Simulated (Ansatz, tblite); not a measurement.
**[As7]3-: one state, many levels**

How do method and basis change the picture of [As7]3- (singlet)?

Computed with Ansatz 0.2.0, Gaussian basis. Level: as each input shows.

Levels to be run: GFN1-xTB, GFN2-xTB, PBE-D4/def2-SVP, r2SCAN-D4/def2-SVP, LDA/def2-SVP, B97M-V/def2-SVP, r2SCAN0-D4/def2-SVP, PBE-D4/def2-SVPD, PBE0-D4/def2-SVPD, HF/STO-3G, HF/6-31G, B3LYP-D4/6-31G, MP2/def2-SVPD, RPA/def2-SVPD.

4 further runs of the same task are left out: 3 that didn't finish, 1 set aside as unsound or not needed.

## 1. The geometry

The singlet was relaxed beforehand with r2SCAN-D4/def2-SVPD.

7 atoms, charge -3, spin multiplicity 1.

Bond lengths: As1–As2 2.450 Å, As1–As5 2.450 Å, As1–As7 2.450 Å, As2–As3 2.362 Å, As3–As4 2.581 Å, As3–As6 2.581 Å, As4–As5 2.362 Å, As4–As6 2.581 Å, As6–As7 2.362 Å. Angles: As2–As1–As5 101.4°, As2–As1–As7 101.4°, As5–As1–As7 101.4°, As1–As2–As3 99.5°, As2–As3–As4 104.8°, As2–As3–As6 104.8°, As4–As3–As6 60.0°, As3–As4–As5 104.8°, As3–As4–As6 60.0°, As5–As4–As6 104.8°, As1–As5–As4 99.5°, As3–As6–As4 60.0°, As3–As6–As7 104.8°, As4–As6–As7 104.8°, As1–As7–As6 99.5°.

The ion is computed in the gas phase, without counter-ions or solvent.

PBE0-D4/def2-SVP was run before; its log isn't repeated, and its numbers join the tables.

## 2. GFN1-xTB

Tight binding, by tblite at 300 K electronic temperature and without a spin-polarisation term:

```python
tblite.interface.Calculator('GFN1-xTB', numbers, positions, charge=-3, uhf=0).singlepoint()
```

Energy -446.0142 eV, HOMO 10.88 eV, LUMO 12.78 eV; 0.017 s.

## 3. GFN2-xTB

Tight binding, by tblite at 300 K electronic temperature and without a spin-polarisation term:

```python
tblite.interface.Calculator('GFN2-xTB', numbers, positions, charge=-3, uhf=0).singlepoint()
```

Energy -454.0327 eV, HOMO 5.95 eV, LUMO 8.00 eV; 0.017 s.

## 4. PBE-D4/def2-SVP

start.molden holds the orbitals of an earlier run on this state, given as this run's starting guess.

Contents of in.yaml:

```yaml
crystal:
  periodic: [false, false, false]
  atoms:
    - {symbol: As, position_ang: [-1.266911, 1.367266, 0.421419]}
    - {symbol: As, position_ang: [-0.228503, 0.207002, 2.313497]}
    - {symbol: As, position_ang: [1.168997, -1.288487, 1.134229]}
    - {symbol: As, position_ang: [1.802978, -0.033972, -1.030193]}
    - {symbol: As, position_ang: [0.702920, 2.050070, -0.866205]}
    - {symbol: As, position_ang: [-0.094620, -1.782779, -1.061136]}
    - {symbol: As, position_ang: [-2.084861, -0.519110, -0.911610]}
basis:
  gaussian: {orbitals: def2-SVP, initial_orbitals: start.molden}
total_charge: -3
hamiltonian: {xc: pbe, dispersion: d4}
scf: {omitted_lower_state_checks: [starts]}
output: {orbitals: {seedname: orbitals}}
```

Run with:

```
$ ansatz run in.yaml --threads 4 --pin off --events-out ev --progress --plain --max-ram 4787MiB
```

The runs that follow: r2SCAN-D4/def2-SVP; LDA/def2-SVP; B97M-V/def2-SVP; r2SCAN0-D4/def2-SVP; PBE-D4/def2-SVPD; PBE0-D4/def2-SVPD; HF/STO-3G; HF/6-31G; B3LYP-D4/6-31G; MP2/def2-SVPD; RPA/def2-SVPD.

Before running them: what should the planned runs give, taken together? Wanted: gap in def2-SVP, named functionals, smallest and largest; correlation energy, MP2/def2-SVPD; PBE0 total energy, smallest basis above largest.

**Answer**, as computed:

| quantity | value |
| --- | --- |
| gap in def2-SVP, named functionals, smallest and largest | 2.40 eV (LDA), 4.25 eV (r2SCAN0-D4) |
| correlation energy, MP2/def2-SVPD | -47.03 eV |
| PBE0 total energy, smallest basis above largest | 1.48 eV (def2-SVP, def2-SVPD) |

**Reading.** Orbital gaps of the named functionals in def2-SVP span 2.40 eV (LDA) to 4.25 eV (r2SCAN0-D4); exact exchange widens it. LDA, PBE-D4, r2SCAN-D4, B97M-V, PBE0-D4 put the HOMO above zero: the outermost electron is held by the basis alone.
